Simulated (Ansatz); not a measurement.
The system is PdS2.

```
Pd S
1.0
     3.58790    0.00000    0.00000
    -1.79395    3.10722    0.00000
     0.00000    0.00000    4.89803
Pd S
1 2
Cartesian
  0.0000 0.0000 2.4490
  1.7940 1.0357 3.8971
  1.7940 1.0357 1.0010
```

The cell was built by a generator and needn't be a form met in nature.

- Program: Ansatz 0.2.0
- Task: relaxation of cell and atoms
- Functional: LDA
- Potentials or basis: Ansatz PAW
- Cutoff: 420 eV (not typed: the program's choice for these potentials)
- k mesh: 7 × 7 × 5
- Occupations: fermi-dirac, width 0.05 eV
- Spin: spin-orbit coupling, no magnetisation

At the start: volume 18.20 Å³/atom.

Question: How do energy, volume and symmetry change on relaxing?

Answer: It ends after 5 steps and the volume is 17.53 Å³/atom (-3.7 %); space group P-6m2 (No. 187, to 0.05 Å).

The path:
| step | energy change (eV) | largest force (eV/Å) | volume (Å³) |
| --- | --- | --- | --- |
| 1 | 0.0000 | 0.2629 | 54.61 |
| 2 | -0.0295 | 0.0741 | 52.51 |
| 3 | -0.0297 | 0.0287 | 52.59 |
| 4 | -0.0297 | 0.0007 | 52.60 |
| 5 | -0.0294 | 0.0006 | 52.60 |

Final structure:
```
Pd S
1.0
     3.54557    0.00000    0.00000
    -1.77278    3.07055    0.00000
     0.00000    0.00000    4.83113
Pd S
1 2
Cartesian
  0.0000 0.0000 2.4156
  1.7728 1.0235 3.8310
  1.7728 1.0235 1.0001
```

Caveat: the plane-wave basis is chosen anew once the cell has moved, so the energies of steps on either side of that aren't comparable; the PAW data sets come from PBE, with cores solved anew for the run's functional, which leaves a small shift of forces and pressure.
